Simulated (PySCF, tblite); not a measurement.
# C₄H₁₄O₂Si₃: geometry, infrared bands and NMR shifts

Aim: predict the infrared bands and NMR shifts of C₄H₁₄O₂Si₃ (`C=C(C)[Si@](O)(C[SiH3])O[SiH3]`).

Programs: tblite 0.8.0 and PySCF 2.14.0, with density-fitted response routines of our own. Each step states its level of theory. These are calculated values for one molecule in the gas phase, unless marked as measured. Atoms count from 0, in the outputs and in this text.

**1. The molecule as given**

23 atoms, charge 0, multiplicity 1; geometry from: force field or distance geometry start.

Bonds of the start (Å): C0–C1 1.34, C1–C2 1.50, C1–Si3 1.90, Si3–O4 1.69, Si3–C5 1.85, C5–Si6 1.84, Si3–O7 1.65, O7–Si8 1.66, C0–H9 1.10, C0–H10 1.08, C2–H11 1.09, C2–H12 1.11, C2–H13 1.10, O4–H14 0.96, C5–H15 1.10, C5–H16 1.10, Si6–H17 1.48, Si6–H18 1.48, Si6–H19 1.48, Si8–H20 1.49, Si8–H21 1.48, Si8–H22 1.49.

**2. Relaxing the molecule with GFN2-xTB**

Job settings and geometry (Å):

```
{"job": {"kind": "relax", "xc": "GFN2-xTB", "basis": "xTB"}, "charge": 0, "multiplicity": 1}
C     -2.550400     0.097300     1.146400
C     -1.613900    -0.392000     0.325000
C     -1.930700    -1.215600    -0.882400
Si     0.240400    -0.116200     0.660200
O      0.491900    -0.638500     2.247000
C      0.671900     1.679700     0.532300
Si     0.434100     2.230100    -1.205800
O      1.148600    -1.104800    -0.306500
Si     2.716800    -1.591400    -0.521300
H     -3.618600    -0.066400     0.951700
H     -2.325300     0.682200     2.032000
H     -1.530800    -2.226600    -0.802800
H     -3.028000    -1.313000    -1.008900
H     -1.541800    -0.744100    -1.796500
H     -0.009900    -1.422300     2.489100
H      1.713800     1.835100     0.854900
H      0.055700     2.271900     1.220600
H      0.794600     3.656600    -1.320000
H     -0.978300     2.102500    -1.639400
H      1.313200     1.484200    -2.137800
H      3.581500    -0.385200    -0.599800
H      2.819600    -2.358200    -1.782100
H      3.141100    -2.438300     0.623200
```

The run is started by

```bash
$ OMP_NUM_THREADS=1 python probes_run.py task.json out
```

The driver reads the jobs from task.json and runs them one after another.

**Question.** This job is followed by: GFN2-xTB harmonic vibrations, gas phase; GIAO PBE0/pcSseg-1 NMR shielding, non-relativistic, gas phase. What will the session give for the following? strongest single infrared mode (GFN2-xTB); zero-point energy (GFN2-xTB); ¹³C shifts against TMS (PBE0/pcSseg-1); ¹H shifts against TMS (PBE0/pcSseg-1, means over atoms taken as alike); ²⁹Si shifts against TMS (PBE0/pcSseg-1); ¹⁷O shifts against H2O (PBE0/pcSseg-1).

**Answer**, as computed:

```
                                                              quantity                                                value
                             strongest single infrared mode (GFN2-xTB)                                1073 cm⁻¹, 633 km/mol
                                          zero-point energy (GFN2-xTB)                                       102.2 kcal/mol
                                ¹³C shifts against TMS (PBE0/pcSseg-1)                         155.1, 134.7, 27.7, -6.1 ppm
¹H shifts against TMS (PBE0/pcSseg-1, means over atoms taken as alike)  6.04, 5.66, 5.20, 4.00, 2.00, 1.99, 0.13, -0.05 ppm
                               ²⁹Si shifts against TMS (PBE0/pcSseg-1)                              -26.8, -43.6, -77.7 ppm
                                ¹⁷O shifts against H2O (PBE0/pcSseg-1)                                       59.2, 48.2 ppm
```

In words: The optimisation took 177 steps and gained 0.359 eV; among the close pairs (by a distance rule), Si3–O4 changed most, from 1.689 to 1.630 Å. No mode is imaginary among the 63: a minimum at this level. The strongest single mode, at 1073 cm⁻¹, moves mainly O7. GFN2-xTB is a fitted tight-binding method: band positions and strengths are rough. Its intensities can rank the bands wrongly. C1 (fully substituted alkene carbon) lies farthest downfield among carbon, at 155.1 ppm; an sp2 carbon of a C=C bond. At PBE0/pcSseg-1: Shielding is most anisotropic at C1 (span 251 ppm, paramagnetic term -237 ppm).
